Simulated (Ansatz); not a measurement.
**Molecular dynamics of K16Li**

input.yaml

```yaml
accuracy: low
crystal:
  lattice:
    - [8.952, 0.0, 0.0]
    - [0.0, 8.952, 0.0]
    - [0.0, 0.0, 8.952]
  atoms:
    - { symbol: K, position: [-0.05502713, 0.10378473, 0.02423507] }
    - { symbol: K, position: [0.53271257, 0.00251288, 0.05745306] }
    - { symbol: K, position: [0.03860465, 0.4578586, 0.01069358] }
    - { symbol: K, position: [-0.13086625, -0.00057286, 0.44057113] }
    - { symbol: K, position: [0.17039627, 0.28396286, 0.34657544] }
    - { symbol: K, position: [0.39503737, 0.49771489, -0.07153165] }
    - { symbol: K, position: [0.52367467, -0.21252601, 0.54976363] }
    - { symbol: K, position: [0.6760957, 0.37388951, 0.13758583] }
    - { symbol: K, position: [0.12512537, 0.58937413, 0.54703718] }
    - { symbol: K, position: [0.20263839, 0.82563486, 0.26638957] }
    - { symbol: K, position: [0.28562767, 0.15246048, 0.69608138] }
    - { symbol: K, position: [0.65901266, 0.39610444, 0.53319294] }
    - { symbol: K, position: [0.75640384, 0.70752384, 0.10812961] }
    - { symbol: K, position: [0.79735123, 0.17861144, 0.74081628] }
    - { symbol: K, position: [0.20986947, 0.82812357, 0.82728329] }
    - { symbol: K, position: [0.75668411, 0.79032092, 0.77543623] }
    - { symbol: Li, position: [0.54494584, 0.11209461, 0.40505291] }
basis:
  ecutwfc: 420.0
kpoints:
  mp_grid: { grid: [1, 1, 1] }
hamiltonian:
  xc: lda
scf:
  occupations: { method: fermi_dirac, width: 0.15 }
  lower_state_search: "off"
md:
  timestep: 1
  n_steps: 300
  ensemble: nvt_langevin
  temperature: 2100.0
  initial_velocities: maxwell_boltzmann
  seed: 362855
  friction: 0.05
```

Run as:

```bash
$ ansatz run input.yaml --threads 1 --pin off --max-ram 3072MiB --backend cpu --events-out ev --progress --plain --runs-dir out
```

It goes on from the last frame of an earlier run, with new velocities.

Output, in part (step lines):

```
md step     0: t =     0.00 fs  T =  1976.5 K  F+E_penalty+E_count = -24134.50520505 eV  E_kin = 4.343136 eV  (9 SCF iters)
md step     1: t =     1.00 fs  T =  1867.4 K  F+E_penalty+E_count = -24134.50373026 eV  E_kin = 4.103564 eV  (6 SCF iters)
md step     2: t =     2.00 fs  T =  1401.3 K  F+E_penalty+E_count = -24134.49318119 eV  E_kin = 3.079309 eV  (6 SCF iters)
md step     3: t =     3.00 fs  T =  1435.6 K  F+E_penalty+E_count = -24134.48242866 eV  E_kin = 3.154722 eV  (6 SCF iters)
md step     4: t =     4.00 fs  T =  1580.3 K  F+E_penalty+E_count = -24134.47250782 eV  E_kin = 3.472513 eV  (6 SCF iters)
md step     5: t =     5.00 fs  T =  1953.3 K  F+E_penalty+E_count = -24134.46333756 eV  E_kin = 4.292291 eV  (5 SCF iters)
md step     6: t =     6.00 fs  T =  1604.1 K  F+E_penalty+E_count = -24134.44836172 eV  E_kin = 3.524788 eV  (5 SCF iters)
md step     7: t =     7.00 fs  T =  1667.9 K  F+E_penalty+E_count = -24134.42811639 eV  E_kin = 3.664978 eV  (5 SCF iters)
[... lines left out ...]
md step   299: t =   299.00 fs  T =  1698.1 K  F+E_penalty+E_count = -24133.83441215 eV  E_kin = 3.731370 eV  (4 SCF iters)
md step   300: t =   300.00 fs  T =  1844.3 K  F+E_penalty+E_count = -24133.81419294 eV  E_kin = 4.052799 eV  (6 SCF iters)
```

The steps, from the saved trajectory:

```tsv
time (fs)	T (K)	potential energy less start (eV)
0.0	1976	0.000
10.0	1693	0.123
20.0	1134	0.068
30.0	2107	0.144
40.0	2214	0.482
50.0	2420	0.841
60.0	1786	1.049
70.0	1800	1.036
80.0	1956	0.935
90.0	1949	0.795
100.0	1911	0.690
110.0	1948	0.671
120.0	1957	0.619
130.0	2401	0.412
140.0	2537	0.378
150.0	1992	0.652
160.0	1925	0.869
170.0	2154	0.998
180.0	1864	0.996
190.0	1981	0.906
200.0	2142	0.603
210.0	1949	0.504
220.0	2100	0.585
230.0	1652	0.755
240.0	2261	0.761
250.0	2061	0.568
260.0	2070	0.379
270.0	2503	0.083
280.0	1928	0.137
290.0	1771	0.404
300.0	1844	0.691
```

The run went to its last step. A run of 0.3 ps of so small a system gives no equilibrium averages. Limits of this set-up: coarse k mesh, low accuracy level.

Mean squared displacements from the first frame to the last, about the centre of mass: K 1.18 Å², Li 0.63 Å².

Last frame:

```xyz
17
Lattice="8.9520 0.0000 0.0000 0.0000 8.9520 0.0000 0.0000 0.0000 8.9520" Properties=species:S:1:pos:R:3
K -1.839 0.891 1.321
K 4.197 -0.011 -0.641
K 0.233 4.091 0.545
K -0.089 -0.646 4.731
K 2.547 2.630 2.276
K 3.399 4.825 -0.882
K 4.032 -2.233 4.219
K 5.905 3.659 1.558
K 1.214 4.543 5.406
K 1.457 7.461 1.876
K 2.550 2.318 5.847
K 6.559 3.953 4.347
K 6.809 6.659 1.765
K 7.657 1.330 7.091
K 1.342 7.976 7.256
K 6.637 5.218 7.380
Li 5.142 0.630 4.327
```

Run time: 13 min on 1 thread of Arm Neoverse V1, on a shared host, peak memory 0.51 GiB.
